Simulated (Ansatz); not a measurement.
# Zr2Rh: the cost of one run

Program: Ansatz 0.2.0. Level of theory: reference: DFT r2SCAN, plane waves, PAW, scalar-relativistic, no spin polarisation. These are calculated values, not measurements.

The COD entry's cell or inner coordinates are ideal or old and differ from later refinements, so a difference from it is no clean test against experiment.

## 1. The system as given

Symmetry: I4/mcm, No. 140, tetragonal system. The conventional cell has a = 6.574 Å, b = 6.574 Å, c = 5.673 Å, α = 90.00°, β = 90.00°, γ = 90.00°. Rh (site symmetry 422) has 8 Zr at 2.83 Å and 2 Rh at 2.84 Å as nearest neighbours. Zr (site symmetry m2m) has 4 Rh at 2.83 Å and 3 Zr at 3.10 to 3.23 Å as nearest neighbours.

Coordinates:

```cif
data_structure
_symmetry_space_group_name_H-M 'P 1'
_symmetry_Int_Tables_number 1
_cell_length_a 5.4458
_cell_length_b 5.4458
_cell_length_c 5.4458
_cell_angle_alpha 105.740
_cell_angle_beta 105.740
_cell_angle_gamma 117.224
_cell_volume 122.60
loop_
_atom_site_label
_atom_site_type_symbol
_atom_site_fract_x
_atom_site_fract_y
_atom_site_fract_z
_atom_site_occupancy
Rh1 Rh 0.25000 0.25000 0.00000 1
Rh2 Rh 0.75000 0.75000 0.00000 1
Zr1 Zr 0.66670 0.16670 0.83340 1
Zr2 Zr 0.16670 0.33330 0.50000 1
Zr3 Zr 0.33330 0.83330 0.16660 1
Zr4 Zr 0.83330 0.66670 0.50000 1
```

## 2. Reference

input.yaml

```yaml
crystal:
  lattice:
    - [-3.287231, 3.287231, 2.83635002]
    - [3.287231, -3.287231, 2.83635002]
    - [3.287231, 3.287231, -2.83635002]
  atoms:
    - { symbol: Rh, position: [0.25, 0.25, 0.0] }
    - { symbol: Rh, position: [0.75, 0.75, 0.0] }
    - { symbol: Zr, position: [0.6667, 0.1667, 0.8334] }
    - { symbol: Zr, position: [0.1667, 0.3333, 0.5] }
    - { symbol: Zr, position: [0.3333, 0.8333, 0.1666] }
    - { symbol: Zr, position: [0.8333, 0.6667, 0.5] }
  symmetry: { tolerance: 0.0003 }
kpoints:
  mp_grid: { grid: [4, 4, 4], shift: [0, 0, 0] }
magnetization:
  spin_polarized: false
scf:
  occupations: { method: methfessel_paxton, width: 0.0308 }
hamiltonian:
  pseudopotentials: { kind: paw }
  xc: r2scan
basis:
  ecutwfc: 500
output:
  forces: true
  stress: true
  eigenvalues: true
```

Run with:

```console
$ ansatz run input.yaml --threads 1 --pin off --max-ram 2560MiB --backend cpu --events-out ev --progress --plain --runs-dir out
```

**Question.** How long does this run take on 1 thread of Intel Xeon Platinum 8488C (Sapphire Rapids), shared host, and how much memory does it need?

About 8.8 s, with a peak of 0.83 GiB.
